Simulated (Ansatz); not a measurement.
# C₆H₁₂O: how energies converge with the basis set

The task here is to estimate one member of a computed series from the others.

The runs use Ansatz 0.2.0, Gaussian basis; one geometry, several basis sets.

Plan: PBE0-D4/def2-SVP; ωB97M-V/def2-SVP; PBE0-D4/def2-QZVPP; ωB97M-V/def2-QZVPP; the functionals' def2-TZVPP values are taken from earlier runs.

## Structure used throughout

The geometry comes from an earlier relaxation with PBE0-D4 in a triple-zeta def2 set; it is a stationary point, not always the lowest conformer.

SMILES `CCCCC(C)=O`, 19 atoms, charge 0, spin multiplicity 1.

Atoms are counted from 1 here; the program's logs count them from 0.

Bond lengths: C1–C2 1.518 Å, C1–H8 1.092 Å, C1–H9 1.094 Å, C1–H10 1.093 Å, C2–C3 1.521 Å, C2–H11 1.097 Å, C2–H12 1.094 Å, C3–C4 1.516 Å, C3–H13 1.095 Å, C3–H14 1.094 Å, C4–C5 1.513 Å, C4–H15 1.097 Å, C4–H16 1.098 Å, C5–C6 1.505 Å, C5–O7 1.206 Å, C6–H17 1.093 Å, C6–H18 1.089 Å, C6–H19 1.095 Å. Angles: C2–C1–H8 111.6°, C2–C1–H9 111.2°, C2–C1–H10 110.9°, H8–C1–H9 107.7°, H8–C1–H10 107.7°, H9–C1–H10 107.6°, C1–C2–C3 112.6°, C1–C2–H11 109.6°, C1–C2–H12 109.6°, C3–C2–H11 109.2°, C3–C2–H12 109.1°, H11–C2–H12 106.6°, C2–C3–C4 113.2°, C2–C3–H13 109.3°, C2–C3–H14 109.3°, C4–C3–H13 109.1°, C4–C3–H14 108.8°, H13–C3–H14 106.9° and more.

Set-up of the first run:

in.yaml reads:

```yaml
crystal:
  periodic: [false, false, false]
  atoms:
    - {symbol: C, position_ang: [-0.311786, -2.588632, 1.298758]}
    - {symbol: C, position_ang: [-0.048023, -1.487322, 0.287549]}
    - {symbol: C, position_ang: [-0.893863, -0.248487, 0.538414]}
    - {symbol: C, position_ang: [-0.631378, 0.865716, -0.456025]}
    - {symbol: C, position_ang: [0.698218, 1.563849, -0.274235]}
    - {symbol: C, position_ang: [1.145838, 2.442819, -1.411329]}
    - {symbol: O, position_ang: [1.359943, 1.435411, 0.726129]}
    - {symbol: H, position_ang: [0.298565, -3.472154, 1.098767]}
    - {symbol: H, position_ang: [-1.360914, -2.898311, 1.282460]}
    - {symbol: H, position_ang: [-0.083468, -2.249763, 2.312881]}
    - {symbol: H, position_ang: [-0.247240, -1.860513, -0.724572]}
    - {symbol: H, position_ang: [1.009980, -1.209895, 0.315705]}
    - {symbol: H, position_ang: [-1.954419, -0.519765, 0.502232]}
    - {symbol: H, position_ang: [-0.695856, 0.125967, 1.547189]}
    - {symbol: H, position_ang: [-0.702546, 0.506608, -1.489957]}
    - {symbol: H, position_ang: [-1.394424, 1.651547, -0.374147]}
    - {symbol: H, position_ang: [0.324298, 3.062780, -1.778725]}
    - {symbol: H, position_ang: [1.981709, 3.066360, -1.099156]}
    - {symbol: H, position_ang: [1.463668, 1.809385, -2.245540]}
basis:
  gaussian: {orbitals: def2-SVP}
hamiltonian: {xc: pbe0, dispersion: d4}
output: {orbitals: {seedname: orbitals}}
```

On the command line:

```sh
ansatz run in.yaml --threads 2 --pin off --events-out ev --progress --plain --max-ram 32768MiB --backend cpu
```

Steps of the session up to this table: PBE0-D4 in def2-SVP; ωB97M-V in def2-SVP; PBE0-D4 in def2-QZVPP; ωB97M-V in def2-QZVPP.

One table of the session follows, with a row left open; its other results are not shown here.

It belongs to the step «Density functionals: the series». 

```
functional       basis  HOMO (eV)  LUMO (eV)
   PBE0-D4    def2-SVP          ?          ?
   PBE0-D4  def2-TZVPP      -7.16      -0.30
   PBE0-D4  def2-QZVPP      -7.18      -0.36
   ωB97M-V    def2-SVP      -9.46       2.18
   ωB97M-V  def2-TZVPP      -9.58       1.95
   ωB97M-V  def2-QZVPP      -9.60       1.67
```

Estimate the missing values for PBE0-D4, def2-SVP.

**Answer.** HOMO (eV): -7.06; LUMO (eV): -0.14. In the column «HOMO (eV)» it is the highest.
